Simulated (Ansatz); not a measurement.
# H8OSiSn (built from SMILES O.[SiH3][SnH3]): search for a transition state

Is there a first-order saddle for this four-centre ligand exchange, which should form Sn1–O7, Si2–H6 and break Sn1–Si2, H6–O7, and which two structures does it connect?

The runs use Ansatz 0.2.0, Gaussian basis; PBE0-D4, def2-SVP first, then def2-TZVP.

143 further runs of the same task are left out: 143 set aside as unsound or not needed.

## (1) The system as given

The guess: 11 atoms, charge 0, spin multiplicity 1.

Atoms are counted from 1 here; the program's logs count them from 0.

Bond lengths: Sn1–Si2 3.036 Å, Sn1–H3 1.733 Å, Sn1–H4 1.738 Å, Sn1–H5 1.781 Å, Sn1–O7 2.388 Å, Si2–H6 1.678 Å, Si2–H8 1.472 Å, Si2–H9 1.464 Å, Si2–H10 1.463 Å, O7–H11 0.964 Å. Angles: Si2–Sn1–H3 145.5°, Si2–Sn1–H4 106.1°, Si2–Sn1–H5 86.0°, Si2–Sn1–O7 64.3°, H3–Sn1–H4 104.3°, H3–Sn1–H5 100.7°, H3–Sn1–O7 93.4°, H4–Sn1–H5 106.2°, H4–Sn1–O7 102.7°, H5–Sn1–O7 143.3°, Sn1–Si2–H6 56.6°, Sn1–Si2–H8 144.5°, Sn1–Si2–H9 100.5°, Sn1–Si2–H10 87.0°, H6–Si2–H8 91.9°, H6–Si2–H9 112.4°, H6–Si2–H10 129.5°, H8–Si2–H9 107.1° and more.

Geometry (Å):

```
Sn   -0.7404   -1.2164   -0.4343
Si    0.2099    1.6410   -0.0440
H    -0.2945   -2.8146   -0.9332
H    -2.0044   -1.4682    0.7324
H    -1.5381   -0.6191   -1.9104
H     0.9397    0.3182    0.6861
O     1.1968   -0.9493    0.9370
H     0.8472    2.5739    0.8988
H     0.7636    1.9224   -1.3695
H    -1.2000    2.0310   -0.0657
H     1.8203   -1.4189    1.5029
```

Distances that are to change: Sn1–O7 2.39 Å, Si2–H6 1.68 Å, Sn1–Si2 3.04 Å, H6–O7 1.32 Å.

## (2) Constrained relaxation of the guess

hold/in.yaml reads:

```yaml
crystal:
  periodic: [false, false, false]
  atoms:
    - {symbol: Sn, position_ang: [-0.740400, -1.216400, -0.434300]}
    - {symbol: Si, position_ang: [0.209900, 1.641000, -0.044000]}
    - {symbol: H, position_ang: [-0.294500, -2.814600, -0.933200]}
    - {symbol: H, position_ang: [-2.004400, -1.468200, 0.732400]}
    - {symbol: H, position_ang: [-1.538100, -0.619100, -1.910400]}
    - {symbol: H, position_ang: [0.939700, 0.318200, 0.686100]}
    - {symbol: O, position_ang: [1.196800, -0.949300, 0.937000]}
    - {symbol: H, position_ang: [0.847200, 2.573900, 0.898800]}
    - {symbol: H, position_ang: [0.763600, 1.922400, -1.369500]}
    - {symbol: H, position_ang: [-1.200000, 2.031000, -0.065700]}
    - {symbol: H, position_ang: [1.820300, -1.418900, 1.502900]}
basis:
  gaussian: {orbitals: def2-SVP}
hamiltonian: {xc: pbe0, dispersion: d4}
relax: {f_tol: 0.04, max_steps: 150, escape_saddle: false, constraints: [{distance: [0, 6]}, {distance: [1, 5]}, {distance: [0, 1]}, {distance: [5, 6]}]}
```

On the command line:

```console
ansatz run in.yaml --threads 4 --pin off --events-out ev --progress --plain --max-ram 9574MiB
```

After this run come: A starting Hessian; Saddle search in the small basis; Saddle search in triple zeta; Vibrations at the point found; Relaxing after a step of 0.30 Å one way along the mode; Relaxing after a step of 0.30 Å the other way along the mode.

Q: Predict the outcome of this session. Wanted: imaginary mode; barrier from the start side; barrier from the end side; energy of the step; pairs that change; zero-point energy at the saddle.

**Answer**, as computed:

| quantity | value |
| --- | --- |
| imaginary mode | 917i cm⁻¹ |
| barrier from the start side | 42.0 kcal/mol |
| barrier from the end side | 34.4 kcal/mol |
| energy of the step | +7.6 kcal/mol |
| pairs that change | Sn1–O7 formed, Si2–H6 formed, Sn1–Si2 broken, H6–O7 broken |
| zero-point energy at the saddle | 1.719 eV |

One imaginary mode, 917i cm⁻¹, makes this a first-order saddle. The two relaxations end on the structures that were planned. At PBE0-D4/def2-TZVP the electronic barrier is 42.0 kcal/mol, about 71 kT at 298 K, and the step runs 7.6 kcal/mol uphill. A step off the saddle overshot and began above it in energy, so the link to its end is likely but not proven. The ends are the nearest minima, not always the lowest complexes.
